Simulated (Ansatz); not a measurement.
# FGeHO: small, medium and large basis sets

An exercise on one series of results from a longer session: the logs are not shown, and one member is left open.

The runs use Ansatz 0.2.0, Gaussian basis; one geometry, several basis sets.

The runs, in order: PBE0-D4/def2-SVP; ωB97M-V/def2-SVP; PBE0-D4/def2-QZVPP; ωB97M-V/def2-QZVPP; the functionals' def2-TZVPP values are taken from earlier runs.

## Structure used throughout

All runs share one geometry, relaxed beforehand with PBE0-D4 in a triple-zeta def2 set.

4 atoms, charge 0, spin multiplicity 1.

Atoms are counted from 1 here; the program's logs count them from 0.

Bond lengths: O1–Ge2 1.771 Å, O1–H4 0.964 Å, Ge2–F3 1.767 Å. Angles: Ge2–O1–H4 113.8°, O1–Ge2–F3 97.0°.

The first run:

in.yaml

```yaml
crystal:
  periodic: [false, false, false]
  atoms:
    - {symbol: O, position_ang: [-0.819676, 0.539180, -0.381116]}
    - {symbol: Ge, position_ang: [-0.389933, -0.693001, 0.815842]}
    - {symbol: F, position_ang: [1.336913, -0.758833, 0.447758]}
    - {symbol: H, position_ang: [-0.071803, 0.852355, -0.902683]}
basis:
  gaussian: {orbitals: def2-SVP}
hamiltonian: {xc: pbe0, dispersion: d4}
output: {orbitals: {seedname: orbitals}}
```

Steps of the session up to this table: PBE0-D4 in def2-SVP; ωB97M-V in def2-SVP; PBE0-D4 in def2-QZVPP; ωB97M-V in def2-QZVPP.

One table of the session follows, with a row left open; its other results are not shown here.

It belongs to the step «Density functionals: the series». 

| functional | basis | HOMO (eV) | LUMO (eV) |
| --- | --- | --- | --- |
| PBE0-D4 | def2-SVP | -8.22 | -1.88 |
| PBE0-D4 | def2-TZVPP | -8.36 | -2.04 |
| PBE0-D4 | def2-QZVPP | -8.43 | -2.12 |
| ωB97M-V | def2-SVP | -10.45 | 0.18 |
| ωB97M-V | def2-TZVPP | -10.61 | -0.03 |
| ωB97M-V | def2-QZVPP | ? | ? |

Q: Estimate the row for ωB97M-V, def2-QZVPP from the others.

As computed: HOMO (eV): -10.69; LUMO (eV): -0.21. In the column «HOMO (eV)» it is the lowest.
